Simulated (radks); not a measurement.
**Valence configurations of Nd²⁺**

One table from this session's results is given with a row withheld; the runs are named, their logs left out.

Method: Dirac Kohn-Sham, PBE, spin-unpolarised, spherical densities, finite nucleus; open shells fill j = l - 1/2 first. Code: radks (a radial shooting solver on a logarithmic mesh, Libxc functionals) version 1.

**The system**

```
element            : neodymium (Z = 60)
charge             : +2
electrons          : 58
configuration      : [Xe] 4f4
nuclear rms radius : 4.9123 fm
others tried       : 4f3 5d1; 4f3 5d0.5 6s0.5; 4f3.5 6s0.5; 4f3 6p1; 4f3 6s1; 4f3 5d0.5 6p0.5; 4f2 5d2; 4f2 6s2; 4f3.5 6p0.5
```

The first run:

The run's settings:

```text
Z 60
configuration [Xe] 4f4
relativity Dirac
functional pbe,pbe
spin unpolarised
j_filling energy
nucleus finite rms 4.9123 fm
c 137.035999084
```

The run is started by

```bash
$ python run_ks.py task.json out
```

All runs below come from this command, one after another.

Among the steps run: [Xe] 4f4.

One of the session's tables, all rows but one given; the rest of the session is left out.

It belongs to the step «[Xe] 4f4». From the orbitals of this run (lengths in bohr):

```
level     <r>  outermost maximum (interpolated)  90 % within  nodes
4p3/2  0.6521                             0.598        0.949      2
4d3/2  0.7017                             0.614         1.06      1
4d5/2  0.7118                             0.622         1.07      1
5s1/2   1.472                              1.32         2.12      4
5p1/2   1.656                              1.45         2.42      3
5p3/2       ?                                 ?            ?      ?
4f5/2   1.081                             0.661         1.91      0
4f7/2   1.097                             0.666         1.95      0
```

**Question.** Estimate the row for 5p3/2.

**Answer.** <r>: 1.743; outermost maximum (interpolated): 1.52; 90 % within: 2.55; nodes: 3. In the column «<r>» it is the highest.
